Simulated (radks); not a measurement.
# Cd⁺ in [Kr] 4d8 5s1 5d2: an all-electron calculation

What are the levels of the cadmium ion Cd+, how large are its shells, and how does its energy divide?

Program: radks (a radial shooting solver on a logarithmic mesh, Libxc functionals) version 1. Level of theory: Dirac Kohn-Sham, BLYP, spin-unpolarised, spherical densities, finite nucleus; open shells fill j = l - 1/2 first. These are calculated values, not measurements, unless marked.

**1. The atom as given**

| Item | Value |
| --- | --- |
| element | cadmium (Z = 48) |
| charge | +1 |
| electrons | 47 |
| configuration | [Kr] 4d8 5s1 5d2 |
| nuclear rms radius | 4.6087 fm |

**2. Self-consistent calculation**

Input:

```text
Z 48
configuration [Kr] 4d8 5s1 5d2 5p0 6s0 4f0 6d0
relativity Dirac
functional b88,lyp
spin unpolarised
j_filling energy
nucleus finite rms 4.6087 fm
c 137.035999084
```

Q: Predict the outcome of this run.

As calculated:

```
                        quantity                   value
                    total energy     -5594.37769 hartree
exchange-correlation share of it                  2.76 %
                            −T/E                  1.0487
          highest occupied level        5d3/2, -5.310 eV
    most extended occupied level  5d3/2, <r> = 4.47 bohr
 radius at density 0.001 e/bohr³               5.33 bohr
    maxima of the radial density                       4
```

**Reading.** The radial density shows 4 maxima for 5 occupied principal shells; where shells overlap, one shows as a shoulder or not at all. Relativity lifts −T/E to 1.049. This is not the tabulated ground configuration, so its levels and sizes aren't those of the ground state, and no measured value stands beside it.
